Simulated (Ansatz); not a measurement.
## SnN2F2 in Ansatz: convergence with k mesh

SnN2F2:

```
Sn F N
1.0
     4.39704   -2.64701    0.00000
     4.39704    2.64701    0.00000
    -1.25295    0.00000    3.52112
Sn F N
1 2 2
Cartesian
  0.0000 0.0000 0.0000
  0.7182 0.0000 2.2413
  6.8230 0.0000 1.2798
  3.9451 0.0000 0.3307
  3.5960 0.0000 3.1904
```

The cell comes from a database or a generator and needn't be the stable form of this composition.

| Item | Value |
| --- | --- |
| Program | Ansatz 0.2.0 |
| Task | convergence study |
| Functional | PBEsol |
| Potentials or basis | Ansatz PAW |
| Cutoff | 420 eV (not typed: the program's choice for these potentials) |
| k mesh | 2 × 2 × 2 |
| Occupations | methfessel-paxton, width 0.1 eV |
| Spin | no spin polarisation |

These are the settings of the first run; the series varies k mesh, with any setting tied to it.

Hardware: 2 threads of Arm Neoverse V2, on a shared host.

Question: The values tried are 2 × 2 × 2, 3 × 3 × 3, 3 × 3 × 4, 4 × 4 × 4, 5 × 5 × 6, 6 × 6 × 7, 7 × 7 × 9, 8 × 8 × 10, 10 × 10 × 12, loosest first. From which on does the pressure stay within 0.1 GPa of the tightest run that finished?

Answer: From 3 × 3 × 3 on.

| k mesh | energy less the tightest run, at zero smearing (meV/atom) | pressure (GPa) | largest force (eV/Å) | gap on the mesh (eV) | SCF cycles | CPU time (s) | peak memory (GiB) |
| --- | --- | --- | --- | --- | --- | --- | --- |
| 2 × 2 × 2 | 20.42 | 2.97 | 1.864 | 0.937 | 7 | 1 | 0.3 |
| 3 × 3 × 3 | -0.80 | 2.42 | 1.644 | 1.625 | 7 | 1.3 | 0.32 |
| 3 × 3 × 4 | -0.95 | 2.45 | 1.663 | 1.220 | 7 | 1.6 | 0.33 |
| 4 × 4 × 4 | 0.34 | 2.49 | 1.697 | 0.970 | 7 | 2.3 | 0.35 |
| 5 × 5 × 6 | -0.01 | 2.47 | 1.686 | 1.072 | 7 | 4 | 0.38 |
| 6 × 6 × 7 | 0.00 | 2.47 | 1.687 | 1.073 | 7 | 6.1 | 0.41 |
| 7 × 7 × 9 | 0.00 | 2.47 | 1.687 | 1.075 | 7 | 9.8 | 0.46 |
| 8 × 8 × 10 | -0.02 | 2.47 | 1.687 | 0.973 | 7 | 15 | 0.53 |
| 10 × 10 × 12 | 0.00 | 2.47 | 1.687 | 0.973 | 7 | 26 | 0.7 |

Against the tightest run, the energy stays within 1 meV/atom from 3 × 3 × 3 on; the largest force stays within 0.005 eV/Å from 5 × 5 × 6 on; the gap on the mesh stays within 0.01 eV from 8 × 8 × 10 on. Meshes of other sizes hit other points, so gaps and Fermi surfaces needn't settle smoothly. The tightest run that finished is the yardstick and may itself not be fully converged.

Caveat, for the tightest run too: the pressure holds a Pulay correction of +0.6 GPa for the finite cutoff; spin-orbit coupling is left out, which moves the levels of the heavy elements; the PAW data sets come from PBE, with cores solved anew for the run's functional, which leaves a small shift of forces and pressure; forces of over 1 eV/Å show positions far from the minimum, so gaps and moduli don't describe the material at rest.
